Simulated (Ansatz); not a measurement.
# CH5AlBF: the cost of one run

All numbers below are computed with Ansatz 0.2.0 (UKS B3LYP/6-31G).

### 1 The system as given

Bond lengths: B1–Al2 2.078 Å, Al2–C3 1.996 Å, Al2–F4 1.666 Å, B1–H5 1.177 Å, B1–H6 1.175 Å, C3–H7 1.095 Å, C3–H8 1.097 Å, C3–H9 1.095 Å. Angles: B1–Al2–C3 131.5°, B1–Al2–F4 115.6°, C3–Al2–F4 112.9°, Al2–B1–H5 122.2°, Al2–B1–H6 123.1°, H5–B1–H6 114.7°, Al2–C3–H7 113.8°, Al2–C3–H8 109.9°, Al2–C3–H9 113.8°, H7–C3–H8 106.6°, H7–C3–H9 105.7°, H8–C3–H9 106.6°.

Structure file:

```xyz
9

B    -0.9370    1.6434   -0.9011
Al    0.0175   -0.1730   -0.5757
C     0.6609   -1.0481    1.0995
F     0.3129   -1.0846   -1.9383
H    -1.2544    2.0012   -1.9766
H    -1.2026    2.3933   -0.0360
H    -0.1346   -1.2551    1.8231
H     1.1261   -2.0123    0.8616
H     1.4111   -0.4647    1.6435
```

### 2 Preparing the start

input.yaml

```yaml
crystal:
  periodic: [false, false, false]
  atoms:
    - { symbol: B, position_ang: [-0.93696, 1.64339, -0.90109] }
    - { symbol: Al, position_ang: [0.01752, -0.17302, -0.57573] }
    - { symbol: C, position_ang: [0.66088, -1.04814, 1.09945] }
    - { symbol: F, position_ang: [0.31291, -1.08459, -1.93825] }
    - { symbol: H, position_ang: [-1.25441, 2.00124, -1.97657] }
    - { symbol: H, position_ang: [-1.20258, 2.39332, -0.03597] }
    - { symbol: H, position_ang: [-0.13463, -1.25515, 1.82313] }
    - { symbol: H, position_ang: [1.12612, -2.01231, 0.86155] }
    - { symbol: H, position_ang: [1.41114, -0.46475, 1.64349] }
magnetization:
  spin_polarized: true
basis:
  gaussian: { orbitals: "6-31G" }
hamiltonian:
  xc: b3lyp
relax:
  f_tol: 0.02
  max_steps: 40
```

Started as:

```console
$ ansatz run input.yaml --threads 1 --pin off --max-ram 2048MiB --backend cpu --events-out ev --progress --plain --runs-dir out
```

Q: Estimate wall time and peak memory on 1 thread of AMD EPYC (Zen 3), shared host.

About 35 s, with a peak of 0.17 GiB.
